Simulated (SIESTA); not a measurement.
**BiTe under changes of volume**

One of the cells (34.532 Å³/atom); the others are scaled copies at fixed shape and fractional positions:

```
Bi Te
1.0
     0.00000    3.25642    3.25642
     3.25642    0.00000    3.25642
     3.25642    3.25642    0.00000
Bi Te
1 1
Direct
  0.00000 0.00000 0.00000
  0.50000 0.50000 0.50000
```

| Property | Result |
| --- | --- |
| Program | SIESTA 5.4.2 |
| Functional | PBE |
| Potentials or basis | PseudoDojo 0.4 standard (PBE files) |
| Basis | DZP (energy shift 0.002 Ry) |
| Grid cutoff | 500 Ry |
| Energy shift | 0.002 Ry |
| k mesh | 7 × 7 × 7 |
| Occupations | fermi-dirac, width 0.05 eV |
| Spin | no spin polarisation |

```tsv
volume (Å³/atom)	energy over the lowest point (meV/atom)	pressure (GPa)
31.824	51.78	5.6
32.501	31.19	4.2
33.178	16.14	2.9
34.532	1.80	0.9
35.209	0.00	-0.1
35.886	?	?
```

What does the run at 35.886 Å³/atom give?

Energy over the lowest point 1.93 meV/atom; pressure -0.9 GPa.

Worked out: A Birch-Murnaghan fit of order 3 (a polynomial in V^(-2/3)) to the other rows has its minimum at 35.23 Å³/atom, just outside them, with B0 = V·E''(V) = 35 GPa (rough, since the energies scatter). It gives 1.30 meV/atom at 35.886 Å³/atom, against the run's 1.93, and -dE/dV = -0.6 GPa, against -0.9.

Energies are extrapolated to zero smearing.

Caveats: semicore shells carry a single zeta, which can move pressures by several GPa and volumes by a few percent; the basis of atomic orbitals isn't converged, which shifts pressures, moduli and gaps.
